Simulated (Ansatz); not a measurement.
**Li2Pt: properties at the relaxed cell**

An exercise on one series of results from a longer session: the logs are not shown, and one member is left open.

Computed with Ansatz 0.2.0 (DFT r2SCAN, scalar-relativistic, plane waves, PAW, unless a step's input says otherwise).

1 further run of the same task is left out (set aside as unsound or not needed).

## Starting point

It takes space group P6/mmm (No. 191, hexagonal). Conventional cell: a = 4.183 Å, b = 4.183 Å, c = 2.647 Å, α = 90.00°, β = 90.00°, γ = 120.00°. Around Li (site symmetry -6m2) lie 5 Li at 2.42 to 2.65 Å and 6 Pt at 2.75 Å. Pt (site symmetry 6/mmm) is surrounded by 2 Pt at 2.65 Å and 12 Li at 2.75 Å.

Coordinates:

```cif
data_structure
_symmetry_space_group_name_H-M 'P6/mmm'
_symmetry_Int_Tables_number 191
_cell_length_a 4.1832
_cell_length_b 4.1832
_cell_length_c 2.6467
_cell_angle_alpha 90.000
_cell_angle_beta 90.000
_cell_angle_gamma 120.000
_cell_volume 40.11
loop_
_atom_site_label
_atom_site_type_symbol
_atom_site_symmetry_multiplicity
_atom_site_Wyckoff_symbol
_atom_site_fract_x
_atom_site_fract_y
_atom_site_fract_z
_atom_site_occupancy
Li1 Li 2 d 0.33333 0.66667 0.50000 1
Pt1 Pt 1 a 0.00000 0.00000 0.00000 1
```

This cell was relaxed beforehand with the same method: volume 13.37 Å³/atom, gap on the mesh none (metal).

The first run:

input.yaml reads:

```yaml
crystal:
  lattice:
    - [4.1831501398, 0.0, 0.0]
    - [-2.0915750699, 3.6227142889, 0.0]
    - [0.0, 0.0, 2.6466656297]
  atoms:
    - { symbol: Li, position: [0.3333333333, 0.6666666667, 0.5] }
    - { symbol: Li, position: [0.6666666667, 0.3333333333, 0.5] }
    - { symbol: Pt, position: [0.0, 0.0, 0.0] }
basis:
  ecutwfc: 500
kpoints:
  mp_grid: { grid: [12, 12, 16] }
  band_path:
    path:
      - [[0.0, 0.0, 0.0], [0.5, 0.0, 0.0], [0.33333333, 0.33333333, 0.0], [0.0, 0.0, 0.0], [0.0, 0.0, 0.5], [0.5, 0.0, 0.5], [0.33333333, 0.33333333, 0.5], [0.0, 0.0, 0.5]]
      - [[0.5, 0.0, 0.5], [0.5, 0.0, 0.0]]
      - [[0.33333333, 0.33333333, 0.5], [0.33333333, 0.33333333, 0.0]]
    npoints: 14
hamiltonian:
  xc: r2scan
scf:
  occupations: { method: gaussian, width: 0.1 }
  n_extra_bands: 7
output:
  forces: true
  stress: true
  eigenvalues: true
  populations: true
  dos: { projected: true, de: 0.02, nscf_kmesh: { grid: [18, 18, 24] } }
  bader: true
  write_density: true
  write_potential: true
  elf: true
  volumetric_format: npy
```

The run is started by

```console
> ansatz run input.yaml --threads 1 --pin off --max-ram 2560MiB --backend cpu --events-out ev --progress --plain --runs-dir out
```

Steps of the session up to this table: Electronic structure at the relaxed geometry; The cell as listed, for comparison; The cell scaled to 0.97 of its volume; The cell scaled to 1.03 of its volume; Point at V/V0 = 0.94; Volume × 1.06; Volume × 0.91; The cell scaled to 1.10 of its volume; Volume × 0.88.

One of the session's tables, all rows but one given; the rest of the session is left out.

It belongs to the step «Fit of the equation of state». 

| volume (Å³/atom) | energy above the lowest point (meV/atom) | pressure (GPa) |
| --- | --- | --- |
| 11.765 | 50.3 | 11.12 |
| 12.166 | 26.7 | 7.69 |
| 12.567 | 11.2 | 4.73 |
| 12.968 | 2.6 | 2.18 |
| 13.370 | 0.0 | -0.02 |
| 13.771 | 2.5 | -1.91 |
| 14.172 | ? | ? |
| 14.706 | 24.3 | -5.38 |

**Question.** Estimate the row for volume (Å³/atom) = 14.172.

Worked estimate for «energy above the lowest point (meV/atom)». A straight line through the neighbours (13.771, 2.5) and (14.706, 24.3) gives 2.5 + (24.3 − 2.5) × (14.172 − 13.771) / (14.706 − 13.771) = 11.8; a parabola fitted to 3 rows on both sides gives 9.1.

As computed: energy above the lowest point (meV/atom): 9.3; pressure (GPa): -3.54. In «energy above the lowest point (meV/atom)» the line misses by +2.5 and the parabola by -0.2.

Caveats from the session: The projections leave out shells that the potentials don't hold, such as empty d states.
